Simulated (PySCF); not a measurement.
# BrGa (Gallium Monobromide): the cost of one run

Programs: PySCF 2.14.0, with routines of our own; each step states its level. All values are computed. Atoms count from 0.

2 further runs of the same task are left out: 2 for a basis unfit for spin-orbit shieldings.

## 1. The starting structure

2 atoms, charge 0, multiplicity 1; geometry from: GFN2-xTB.

## 2. Relaxing the molecule at PBE0-D3(BJ)/def2-SVP

The job: settings as JSON, then the geometry in Å.

```
{"job": {"xc": "PBE0", "basis": "def2-SVP", "d3": "d3bj", "grid": 1, "maxiter": 30, "shake": 0.01, "kind": "geom"}, "charge": 0, "multiplicity": 1}
Ga     1.222410    -0.028970     0.001960
Br    -1.204920     0.000150    -0.014090
```

Run with:

```
OMP_NUM_THREADS=1 python heavy_run.py task.json out
```

This one command runs all jobs of the session in turn.

**Question.** How long does this run take on 1 thread of Intel Xeon Platinum 8259CL at 2.50GHz, shared host?

About 8.8 s.
